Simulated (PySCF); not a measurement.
# RbCl: a composite coupled-cluster curve

What constants does extrapolated CCSD(T) give for RbCl, and what does each step add?

Method: CCSD(T) on RHF, spin-free X2C with a Gaussian nucleus; program: PySCF 2.14.0.

2 further runs of the same task are left out: 2 set aside as unsound or not needed.

## 1. The job

| Item | Value |
| --- | --- |
| molecule | RbCl |
| state | singlet, unpaired electrons none |
| smaller basis | Rb cc-pwCVDZ-X2C, Cl aug-cc-pVDZ-DK |
| larger basis | Rb cc-pwCVTZ-X2C, Cl aug-cc-pVTZ-DK |
| frozen core orbitals | 19 |
| extrapolation | correlation as n⁻³ (n = 2, 3), Hartree–Fock as (n+1)·exp(−9√n) |
| corrections | core–valence correlation |
| distances (Å) | 2.4505, 2.5619, 2.6733, 2.7847, 2.8961, 3.0353, 3.1746 |
| masses (u) | 84.9118, 34.9689 |
| dissociation limit | Rb + Cl |

The run is started by

```
$ OMP_NUM_THREADS=4 python comp.py task.json out
```

## 2. Coupled cluster at each distance

**Question.** What will these runs give? Wanted: for each run, Re; ωe; ωexe; αe; De.

As calculated:

| level | Re (Å) | ωe (cm⁻¹) | ωexe (cm⁻¹) | αe (cm⁻¹) | De (eV) |
| --- | --- | --- | --- | --- | --- |
| CCSD(T), smaller basis | 2.8645 | 221.0 | 0.842 | 0.000438 | 4.089 |
| CCSD(T), larger basis | 2.8108 | 229.0 | 0.857 | 0.000452 | 4.235 |
| HF/CBS | 2.8685 | 218.3 | 0.811 | 0.000435 | 3.250 |
| MP2/CBS | 2.7830 | 234.0 | 0.879 | 0.000462 | 4.489 |
| CCSD/CBS | 2.7992 | 231.4 | 0.865 | 0.000456 | 4.214 |
| CCSD(T)/CBS | 2.7934 | 232.4 | 0.870 | 0.000458 | 4.315 |
| CCSD(T)/CBS+CV | 2.7914 | 232.7 | 0.870 | 0.000458 | 4.322 |

The last step gives Re = 2.7914 Å, ωe = 232.7 cm⁻¹ and De = 4.322 eV; the smaller basis alone is off from it by +73.1 mÅ and -0.23 eV. Near the minimum the mean field binds by 3.23 eV and correlation adds 1.08 eV of binding. T1 is 0.008. Spin–orbit coupling and excitations beyond (T) are left out.
